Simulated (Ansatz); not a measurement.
# LuSb: the cost of one run

Method: DFT PBEsol, frozen-core PAW and all-electron LAPW, scalar-relativistic unless said, in Ansatz 0.2.0.

## (1) The system as given

Symmetry: Fm-3m, No. 225, cubic system. The conventional cell has a = 6.079 Å, b = 6.079 Å, c = 6.079 Å, α = 90.00°, β = 90.00°, γ = 90.00°. Around Lu (site symmetry m-3m) lie 6 Sb at 3.04 Å. Sb (site symmetry m-3m) is surrounded by 6 Lu at 3.04 Å.

Coordinates:

```
Lu Sb
1.0
     0.00000    3.03933    3.03933
     3.03933    0.00000    3.03933
     3.03933    3.03933    0.00000
Lu Sb
1 1
Cartesian
  0.0000 0.0000 0.0000
  3.0393 3.0393 3.0393
```

Cartesian axes are those of the input's lattice vectors. The structure goes back to a database entry.

## (2) Cell and atoms relaxed, PAW

input.yaml

```yaml
crystal:
  lattice:
    - [0.0, 3.0393308489, 3.0393308489]
    - [3.0393308489, 0.0, 3.0393308489]
    - [3.0393308489, 3.0393308489, 0.0]
  atoms:
    - { symbol: Lu, position: [0.0, 0.0, 0.0] }
    - { symbol: Sb, position: [0.5, 0.5, 0.5] }
kpoints:
  mp_grid: { grid: [12, 12, 12] }
scf:
  occupations: { method: fermi_dirac, width: 0.1 }
hamiltonian:
  xc: pbesol
  pseudopotentials: { kind: paw }
relax:
  f_tol: 0.002
  max_steps: 80
  cell: {}
output:
  forces: true
  stress: true
```

Run with:

```console
$ ansatz run input.yaml --threads 1 --pin off --max-ram 3072MiB --backend cpu --events-out ev --progress --plain --runs-dir out
```

**Question.** How long does this run take on 1 thread of Intel Xeon 6975P-C (Granite Rapids), shared host, and how much memory does it need?

About 13 s, with a peak of 0.46 GiB.
